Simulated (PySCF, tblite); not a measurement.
# C42H35BS: electronic excitations, NMR shifts, part 2 of 2

tblite 0.8.0 and PySCF 2.14.0. Atoms count from 0. The steps go on from the part before.

## 3. Electronic excitations: TDA wB97X-D/def2-SVP

What the job is given:

```
{"job": {"kind": "uv", "basis": "def2-SVP", "grid": 1, "kgrid": 0, "vcut": 1.5, "nstates": 6, "ntriplets": 2, "tda": true, "delta": ["ip_vertical"], "pop": true, "xc": "wB97X-D"}, "charge": 0, "multiplicity": 1}
C      3.029033     0.455799    -9.736107
C      3.426364     1.414514    -8.819332
C      3.259298     1.188149    -7.466226
C      2.699651     0.007235    -6.974721
B      2.555505    -0.189263    -5.365379
C      4.009021    -0.515509    -4.700515
C      5.207269    -0.425366    -5.407904
C      6.430348    -0.709728    -4.825476
C      6.505024    -1.087851    -3.495586
C      5.334998    -1.195453    -2.763761
C      4.123994    -0.921190    -3.372380
C      1.555566    -1.440816    -5.072690
C      0.174132    -1.317929    -4.935241
C     -0.666464    -2.410593    -4.800733
C     -0.143541    -3.689768    -4.810045
C      1.226886    -3.850130    -4.943949
C      2.052285    -2.746983    -5.063790
C      1.951489     1.212964    -4.796926
C      0.868478     1.825091    -5.434721
C      0.326504     3.017751    -4.989838
C      0.860930     3.658250    -3.883293
C      1.963279     3.105071    -3.258364
C      2.491998     1.906601    -3.713935
C      2.305377    -0.936074    -7.918851
C      2.465611    -0.721692    -9.277945
C     -0.842169    -4.292719    -1.455241
C     -1.618944    -3.154971    -1.315632
C     -1.057783    -1.899144    -1.475558
C      0.289128    -1.797845    -1.778605
S      1.104936    -0.203473    -2.027672
C      2.113678    -0.125221    -0.518671
C      2.975709     0.955894    -0.404742
C      3.803184     1.055156     0.699692
C      3.772610     0.081067     1.684353
C      2.902143    -0.988785     1.566896
C      2.067654    -1.098159     0.466090
C     -0.213709     0.947046    -1.577071
C     -1.041635     1.358118    -2.609668
C     -2.044191     2.276585    -2.355369
C     -2.212262     2.782033    -1.077100
C     -1.381202     2.362719    -0.051308
C     -0.374575     1.442952    -0.294111
C      1.074268    -2.930856    -1.935780
C      0.502245    -4.179155    -1.765994
H      3.154115     0.628120   -10.796833
H      3.866846     2.341681    -9.164139
H      3.572765     1.949915    -6.763505
H      5.179910    -0.132318    -6.447549
H      7.337080    -0.638019    -5.412779
H      7.461180    -1.303235    -3.037706
H      5.368229    -1.496642    -1.721673
H      3.216889    -1.037659    -2.783804
H     -0.268600    -0.332883    -4.979290
H     -1.735488    -2.264499    -4.701754
H     -0.793720    -4.550313    -4.724224
H      1.647375    -4.847572    -4.967424
H      3.116739    -2.899380    -5.178253
H      0.458382     1.365088    -6.323573
H     -0.511214     3.462892    -5.511632
H      0.439584     4.589104    -3.528529
H      2.420385     3.627710    -2.424441
H      3.390444     1.514654    -3.254566
H      1.859733    -1.865148    -7.587105
H      2.148420    -1.478323    -9.985058
H     -1.287490    -5.267804    -1.331834
H     -2.669394    -3.240504    -1.084836
H     -1.668519    -1.016027    -1.369114
H      2.994221     1.708722    -1.173993
H      4.477207     1.892916     0.785402
H      4.425441     0.156654     2.540134
H      2.869655    -1.751605     2.329193
H      1.394583    -1.937109     0.387852
H     -0.890031     0.966373    -3.601360
H     -2.683712     2.599369    -3.161470
H     -2.987004     3.506188    -0.878512
H     -1.510579     2.752738     0.946357
H      0.271762     1.127307     0.510379
H      2.116477    -2.841101    -2.197127
H      1.110238    -5.061567    -1.885720
```

Level: TDA wB97X-D/def2-SVP, vertical, gas phase, core orbitals frozen in the response, virtual orbitals cut by energy.

Standard output:

```text
start: PBE on a coarse grid of 64341 points
cycle   1  E = -2039.9485264178  dE =  6.620e+00  |g| = 1.293e+00  |ddm| = 1.453e+01
cycle   2  E = -2026.3811243412  dE =  1.357e+01  |g| = 5.575e+00  |ddm| = 1.267e+01
cycle   3  E = -2039.7800363990  dE = -1.340e+01  |g| = 1.543e+00  |ddm| = 1.234e+01
cycle   4  E = -2040.4388889894  dE = -6.589e-01  |g| = 3.394e-01  |ddm| = 2.755e+00
cycle   5  E = -2040.4277142817  dE =  1.117e-02  |g| = 4.144e-01  |ddm| = 1.288e+00
cycle   6  E = -2040.4680540118  dE = -4.034e-02  |g| = 1.752e-01  |ddm| = 8.024e-01
cycle   7  E = -2040.4764042056  dE = -8.350e-03  |g| = 4.545e-02  |ddm| = 2.892e-01
cycle   8  E = -2040.4769114253  dE = -5.072e-04  |g| = 1.694e-02  |ddm| = 8.522e-02
cycle   9  E = -2040.4769845879  dE = -7.316e-05  |g| = 5.218e-03  |ddm| = 2.960e-02
final grid: 275368 points
cycle  10  E = -2042.5830056145  dE = -2.865e-02  |g| = 5.747e-02  |ddm| = 3.019e+00
cycle  11  E = -2042.5844183336  dE = -1.413e-03  |g| = 3.610e-02  |ddm| = 3.966e-01
cycle  12  E = -2042.5847630288  dE = -3.447e-04  |g| = 1.525e-02  |ddm| = 9.204e-02
cycle  13  E = -2042.5848345882  dE = -7.156e-05  |g| = 7.120e-03  |ddm| = 4.274e-02
cycle  14  E = -2042.5848540946  dE = -1.951e-05  |g| = 1.172e-03  |ddm| = 1.579e-02
cycle  15  E = -2042.5848548538  dE = -7.592e-07  |g| = 5.144e-04  |ddm| = 4.302e-03
cycle  16  E = -2042.5848526405  dE =  2.213e-06  |g| = 2.556e-04  |ddm| = 1.995e-03
cycle  17  E = -2042.5848521785  dE =  4.620e-07  |g| = 9.922e-05  |ddm| = 9.837e-04
converged SCF energy = -2042.5848521785
Vertical ionisation energy (delta-SCF) = 6.8349 eV   <S^2> = 0.767

Static polarisability (au): isotropic 450.598, principal 437.379 446.469 467.945

Singlet excitations
state   eV       nm        f      main configurations
  1   4.2652    290.7   0.00225   H-1->L+1 0.39, H->L+1 0.18, H-3->L+1 0.11
  2   4.3203    287.0   0.03438   H->L 0.28, H-1->L 0.13, H-3->L 0.08
  3   4.4725    277.2   0.00645   H-1->L 0.58
  4   4.5282    273.8   0.01393   H->L 0.23, H->L+1 0.22, H-3->L 0.09
  5   4.7442    261.3   0.01114   H-1->L+1 0.13, H-5->L+1 0.12, H-6->L+1 0.10
  6   4.8349    256.4   0.02348   H-6->L+1 0.26, H-5->L+1 0.10

Triplet excitations (Tamm-Dancoff, eV): 3.9480 3.9974
```

Wall time 4.2 min (8 threads of Intel Xeon 6975P-C, shared host); peak memory 6.3 GiB.

Frontier orbitals and where they lie:

| orbital | eV | atoms |
| --- | --- | --- |
| HOMO−4 | -7.95 | C6 14 %, C9 14 %, C20 8 % |
| HOMO−3 | -7.82 | C3 10 %, C11 9 %, C5 8 % |
| HOMO−2 | -7.59 | C1 24 %, C23 22 %, C24 19 % |
| HOMO−1 | -7.40 | C5 15 %, C8 14 %, C11 7 % |
| HOMO | -7.12 | C3 22 %, C0 21 %, C2 12 % |
| LUMO | -0.22 | C33 14 %, C30 13 %, C36 12 % |
| LUMO+1 | -0.10 | S29 14 %, C28 10 %, C30 10 % |
| LUMO+2 | 0.16 | C34 14 %, C31 14 %, C37 10 % |
| LUMO+3 | 0.47 | C28 14 %, C25 14 %, C27 11 % |

With each of the 6 states as a Gaussian band of 0.4 eV half-width at 1/e, the curve within the window shown has maxima at 274 nm (ε 2,800) L/(mol cm). Beyond the last state computed it falls off for lack of states. The curve at chosen wavelengths:

```json
{"nm": "241", "ε (L/mol/cm)": "812"}
{"nm": "245", "ε (L/mol/cm)": "1145"}
{"nm": "249", "ε (L/mol/cm)": "1501"}
{"nm": "253", "ε (L/mol/cm)": "1848"}
{"nm": "256", "ε (L/mol/cm)": "2087"}
{"nm": "260", "ε (L/mol/cm)": "2362"}
{"nm": "264", "ε (L/mol/cm)": "2576"}
{"nm": "268", "ε (L/mol/cm)": "2723"}
{"nm": "272", "ε (L/mol/cm)": "2798"}
{"nm": "276", "ε (L/mol/cm)": "2799"}
{"nm": "279", "ε (L/mol/cm)": "2752"}
{"nm": "283", "ε (L/mol/cm)": "2627"}
{"nm": "287", "ε (L/mol/cm)": "2441"}
{"nm": "291", "ε (L/mol/cm)": "2207"}
{"nm": "295", "ε (L/mol/cm)": "1942"}
{"nm": "299", "ε (L/mol/cm)": "1664"}
{"nm": "302", "ε (L/mol/cm)": "1456"}
{"nm": "306", "ε (L/mol/cm)": "1193"}
{"nm": "310", "ε (L/mol/cm)": "954"}
{"nm": "314", "ε (L/mol/cm)": "745"}
{"nm": "318", "ε (L/mol/cm)": "570"}
{"nm": "322", "ε (L/mol/cm)": "427"}
{"nm": "325", "ε (L/mol/cm)": "340"}
{"nm": "329", "ε (L/mol/cm)": "247"}
{"nm": "333", "ε (L/mol/cm)": "176"}
{"nm": "337", "ε (L/mol/cm)": "124"}
```

Further results of this job:

| property | computed |
| --- | --- |
| dipole moment (D) | 15.92 |
| polarisability (Å³) | 66.77 |
| HOMO–LUMO gap (eV) | 6.90 |
| −ε(HOMO) (eV) | 7.12 |

## 4. NMR shifts: GIAO KT3/pcSseg-1

The job, as its differences from that of step 3:

```diff
@@ -1,2 +1,2 @@
-{"job": {"kind": "uv", "basis": "def2-SVP", "grid": 1, "kgrid": 0, "vcut": 1.5, "nstates": 6, "ntriplets": 2, "tda": true, "delta": ["ip_vertical"], "pop": true, "xc": "wB97X-D"}, "charge": 0, "multiplicity": 1}
+{"job": {"kind": "nmr", "xc": "KT3", "basis": "pcSseg-1", "pop": false}, "charge": 0, "multiplicity": 1}
 C      3.029033     0.455799    -9.736107
```

Level: GIAO KT3/pcSseg-1 NMR shielding, non-relativistic, gas phase.

Standard output:

```text
start: PBE on a coarse grid of 64341 points
cycle   1  E = -2041.0476492910  dE =  6.986e+00  |g| = 1.383e+00  |ddm| = 9.954e+00
cycle   2  E = -2027.4108679486  dE =  1.364e+01  |g| = 5.691e+00  |ddm| = 1.356e+01
cycle   3  E = -2040.7919517187  dE = -1.338e+01  |g| = 1.700e+00  |ddm| = 1.349e+01
cycle   4  E = -2041.5747186908  dE = -7.828e-01  |g| = 3.669e-01  |ddm| = 2.558e+00
cycle   5  E = -2041.5628372682  dE =  1.188e-02  |g| = 4.466e-01  |ddm| = 1.132e+00
cycle   6  E = -2041.6080449073  dE = -4.521e-02  |g| = 1.894e-01  |ddm| = 7.229e-01
cycle   7  E = -2041.6175580491  dE = -9.513e-03  |g| = 5.123e-02  |ddm| = 2.775e-01
cycle   8  E = -2041.6181775714  dE = -6.195e-04  |g| = 1.934e-02  |ddm| = 7.726e-02
cycle   9  E = -2041.6182696040  dE = -9.203e-05  |g| = 5.867e-03  |ddm| = 2.759e-02
final grid: 579683 points
cycle  10  E = -2074.5558809852  dE = -1.075e-01  |g| = 1.315e-01  |ddm| = 2.083e+00
cycle  11  E = -2074.5544385269  dE =  1.442e-03  |g| = 1.125e-01  |ddm| = 3.375e-01
cycle  12  E = -2074.5549320386  dE = -4.935e-04  |g| = 8.958e-02  |ddm| = 2.993e-01
cycle  13  E = -2074.5571277532  dE = -2.196e-03  |g| = 2.511e-02  |ddm| = 1.536e-01
cycle  14  E = -2074.5572979719  dE = -1.702e-04  |g| = 5.907e-03  |ddm| = 3.407e-02
cycle  15  E = -2074.5573031163  dE = -5.144e-06  |g| = 2.428e-03  |ddm| = 1.032e-02
cycle  16  E = -2074.5573079407  dE = -4.824e-06  |g| = 8.810e-04  |ddm| = 4.381e-03
cycle  17  E = -2074.5573044838  dE =  3.457e-06  |g| = 4.028e-04  |ddm| = 1.640e-03
cycle  18  E = -2074.5573057050  dE = -1.221e-06  |g| = 1.069e-04  |ddm| = 6.020e-04
cycle  19  E = -2074.5573062862  dE = -5.812e-07  |g| = 3.801e-05  |ddm| = 2.024e-04
converged SCF energy = -2074.5573062862

GIAO shielding tensors (ppm)
atom      isotropic    diamagn.    paramagn.     s11        s22        s33       span
  0 C       68.102     245.654    -177.552    -27.796     62.034    170.069    197.865
  1 C       65.607     242.609    -177.001    -35.271     64.232    167.861    203.132
  2 C       52.634     238.435    -185.801    -48.064     43.510    162.456    210.521
  3 C       28.808     258.938    -230.130    -56.366    -42.679    185.469    241.835
  4 B      112.434     185.239     -72.805    108.552    112.413    116.336      7.784
  5 C       31.062     261.384    -230.322    -50.127    -43.405    186.719    236.846
  6 C       52.347     236.950    -184.603    -50.792     41.114    166.720    217.512
  7 C       63.291     247.841    -184.550    -36.880     59.102    167.651    204.531
  8 C       67.648     251.872    -184.224    -28.514     62.161    169.297    197.811
  9 C       67.683     251.646    -183.963    -32.710     68.873    166.886    199.595
 10 C       51.927     262.662    -210.734    -41.101     49.356    147.526    188.627
 11 C       29.401     261.278    -231.876    -63.495    -41.424    193.123    256.618
 12 C       57.606     265.543    -207.937    -42.657     43.816    171.657    214.314
 13 C       63.008     255.193    -192.185    -39.215     54.308    173.932    213.147
 14 C       64.945     254.350    -189.405    -32.087     50.645    176.276    208.363
 15 C       63.031     254.246    -191.215    -33.598     52.184    170.505    204.103
 16 C       50.957     248.110    -197.153    -53.053     38.185    167.740    220.793
 17 C       19.988     264.694    -244.706    -81.017    -50.350    191.331    272.349
 18 C       49.608     255.983    -206.375    -51.024     34.274    165.575    216.600
 19 C       63.585     258.485    -194.900    -35.633     55.959    170.428    206.061
 20 C       66.179     255.936    -189.757    -32.906     57.006    174.436    207.342
 21 C       65.453     258.341    -192.887    -36.662     62.194    170.828    207.490
 22 C       54.680     265.826    -211.146    -46.989     41.361    169.668    216.657
 23 C       56.325     246.509    -190.184    -47.257     48.021    168.210    215.466
 24 C       65.225     242.543    -177.318    -36.153     64.380    167.448    203.601
 25 C       60.950     260.433    -199.483    -35.832     42.415    176.268    212.100
 26 C       62.264     259.840    -197.576    -36.439     51.566    171.663    208.102
 27 C       65.187     264.595    -199.408    -30.041     47.890    177.711    207.752
 28 C       58.594     278.133    -219.539    -24.412     66.403    133.791    158.203
 29 S      356.537    1075.284    -718.748    297.357    376.901    395.352     97.995
 30 C       55.020     278.102    -223.082    -24.407     58.241    131.225    155.632
 31 C       57.366     258.496    -201.131    -37.203     38.411    170.889    208.092
 32 C       60.021     257.985    -197.963    -39.263     47.216    172.111    211.374
 33 C       58.389     258.640    -200.252    -40.274     40.537    174.903    215.177
 34 C       60.955     258.478    -197.523    -37.285     49.899    170.252    207.537
 35 C       61.670     262.823    -201.153    -34.842     42.789    177.064    211.906
 36 C       61.443     276.932    -215.488    -22.403     74.937    131.797    154.200
 37 C       55.338     258.839    -203.501    -42.956     34.939    174.031    216.987
 38 C       60.462     260.142    -199.680    -38.514     46.403    173.496    212.010
 39 C       58.986     259.875    -200.889    -40.049     41.608    175.399    215.448
 40 C       61.272     260.032    -198.760    -37.141     50.785    170.171    207.312
 41 C       62.896     264.538    -201.642    -30.875     45.879    173.682    204.557
 42 C       58.559     261.400    -202.842    -36.959     34.699    177.937    214.896
 43 C       58.393     260.317    -201.924    -40.054     40.021    175.212    215.266
 44 H       24.892      17.638       7.254     21.513     26.026     27.137      5.624
 45 H       24.752      22.663       2.088     21.326     24.355     28.574      7.248
 46 H       24.863      32.837      -7.975     18.753     22.276     33.559     14.806
 47 H       24.296      31.200      -6.904     17.955     22.038     32.894     14.939
 48 H       24.666      21.655       3.011     20.578     25.598     27.821      7.243
 49 H       24.926      27.779      -2.852     21.226     25.676     27.877      6.651
 50 H       25.553      38.818     -13.265     20.982     24.862     30.814      9.831
 51 H       24.556      50.698     -26.142     20.549     25.320     27.798      7.249
 52 H       23.985      45.694     -21.709     20.624     22.200     29.132      8.508
 53 H       25.720      36.716     -10.996     22.676     26.360     28.123      5.447
 54 H       25.796      31.080      -5.284     24.224     25.031     28.134      3.910
 55 H       24.945      29.213      -4.268     21.741     25.543     27.550      5.809
 56 H       24.543      34.908     -10.365     19.838     22.013     31.779     11.941
 57 H       23.966      37.388     -13.421     17.643     23.937     30.319     12.677
 58 H       24.631      32.405      -7.774     22.054     24.988     26.850      4.796
 59 H       25.448      34.093      -8.645     23.482     25.320     27.543      4.061
 60 H       25.105      38.123     -13.018     21.874     25.528     27.914      6.040
 61 H       23.699      43.513     -19.814     19.443     21.718     29.936     10.493
 62 H       25.095      30.656      -5.561     18.954     21.016     35.316     16.362
 63 H       24.847      22.192       2.655     20.887     24.692     28.962      8.075
 64 H       24.489      34.175      -9.686     21.159     25.512     26.796      5.637
 65 H       24.686      38.317     -13.631     20.573     24.634     28.851      8.278
 66 H       25.876      45.565     -19.690     19.987     23.076     34.564     14.577
 67 H       22.956      44.843     -21.887     18.977     21.052     28.839      9.862
 68 H       24.033      34.583     -10.550     20.709     23.339     28.051      7.343
 69 H       24.095      33.075      -8.980     20.805     25.339     26.141      5.336
 70 H       24.351      37.036     -12.685     20.109     24.084     28.860      8.751
 71 H       25.145      45.192     -20.047     17.673     22.700     35.063     17.390
 72 H       23.887      47.052     -23.165     18.990     24.966     27.706      8.716
 73 H       24.205      36.473     -12.269     21.012     22.958     28.644      7.633
 74 H       24.267      34.671     -10.404     20.827     25.397     26.578      5.751
 75 H       24.549      38.998     -14.448     20.296     24.584     28.768      8.473
 76 H       25.721      45.797     -20.076     19.234     23.559     34.370     15.136
 77 H       24.861      44.230     -19.370     20.056     26.214     28.311      8.255
 78 H       24.477      36.063     -11.586     21.886     23.029     28.515      6.628
```

It took 44 s on 8 threads of Intel Xeon 6975P-C, shared host; peak memory 4.8 GiB.

The references, computed at this level on geometries of the same kind, shield at (ppm): ¹H TMS 31.76, ¹³C TMS 184.7, ¹¹B BF3·OEt2 100.0. Their shielding less the atom's gives the shift. The references are single molecules in the gas phase. Atoms listed in one row are averaged.

| atoms | environment | σ (ppm) | δ (ppm) |
| --- | --- | --- | --- |
| C3, C5, C11, C17 | substituted aromatic carbon | 27.3 | 157.4 |
| C2, C6, C10, C12, C16 and 3 more | aromatic CH | 53.3 | 131.5 |
| C28, C30, C36 | aromatic carbon bearing sulfur | 58.4 | 126.4 |
| C25, C33, C39 | aromatic CH | 59.4 | 125.3 |
| C27, C31, C35, C37, C41, C42 | aromatic CH | 60.2 | 124.6 |
| C26, C32, C34, C38, C40, C43 | aromatic CH | 60.6 | 124.2 |
| C1, C7, C9, C13, C15 and 3 more | aromatic CH | 64.6 | 120.1 |
| C0, C8, C14, C20 | aromatic CH | 66.7 | 118.0 |
| H64, H69, H74 | hydrogen on an aromatic CH | 24.28 | 7.48 |
| H46, H47, H51, H52, H56 and 3 more | hydrogen on an aromatic CH | 24.38 | 7.38 |
| H65, H68, H70, H73, H75, H78 | hydrogen on an aromatic CH | 24.38 | 7.38 |
| H66, H67, H71, H72, H76, H77 | hydrogen on an aromatic CH | 24.74 | 7.02 |
| H45, H48, H50, H53, H55 and 3 more | hydrogen on an aromatic CH | 25.03 | 6.73 |
| H44, H49, H54, H59 | hydrogen on an aromatic CH | 25.27 | 6.49 |
| B4 | boron bonded to 4 C | 112.4 | -12.5 |
| S29 | sulfur bonded to 3 C | 357 | – |

Ring of atoms C0, C1, C2, C3, C23, C24: NICS(0) -7.3, NICS(1) -10.0, NICS(1)zz -26.9 ppm (means of both faces).

Ring of atoms C25, C26, C27, C28, C42, C43: NICS(0) -9.7, NICS(1) -11.5, NICS(1)zz -31.6 ppm (means of both faces).

## 5. Outcome

The summary covers parts 1 to 2.

```
                                                              quantity                                                       value
                                     lowest singlet (wB97X-D/def2-SVP)                                 4.27 eV (291 nm), f = 0.002
                              brightest single state of those computed                                 state 2, 4.32 eV, f = 0.034
                                                        lowest triplet                                                     3.95 eV
¹³C shifts against TMS (KT3/pcSseg-1, means over atoms taken as alike)  157.4, 131.5, 126.4, 125.3, 124.6, 124.2, 120.1, 118.0 ppm
 ¹H shifts against TMS (KT3/pcSseg-1, means over atoms taken as alike)                      7.48, 7.38, 7.38, 7.02, 6.73, 6.49 ppm
                            ¹¹B shifts against BF3·OEt2 (KT3/pcSseg-1)                                                   -12.5 ppm
                                        shieldings of S (KT3/pcSseg-1)                                               S29 356.5 ppm
```

**Reading.** The lowest singlet, at 4.27 eV, is HOMO−1→LUMO+1 0.39, HOMO→LUMO+1 0.18 and is weak; of the 6 states computed, the strongest absorption comes from state 2 at 4.32 eV. The lowest triplet lies 0.32 eV below the lowest singlet. At KT3/pcSseg-1: The widest tensor belongs to C3, C5, C11, C17: span 252 ppm, with a paramagnetic part of -234 ppm. NICS(1)zz of -27 ppm above the planar ring from C0 marks a diatropic (aromatic) ring current. NICS(1)zz of -32 ppm above the planar ring from C25 marks a diatropic (aromatic) ring current.
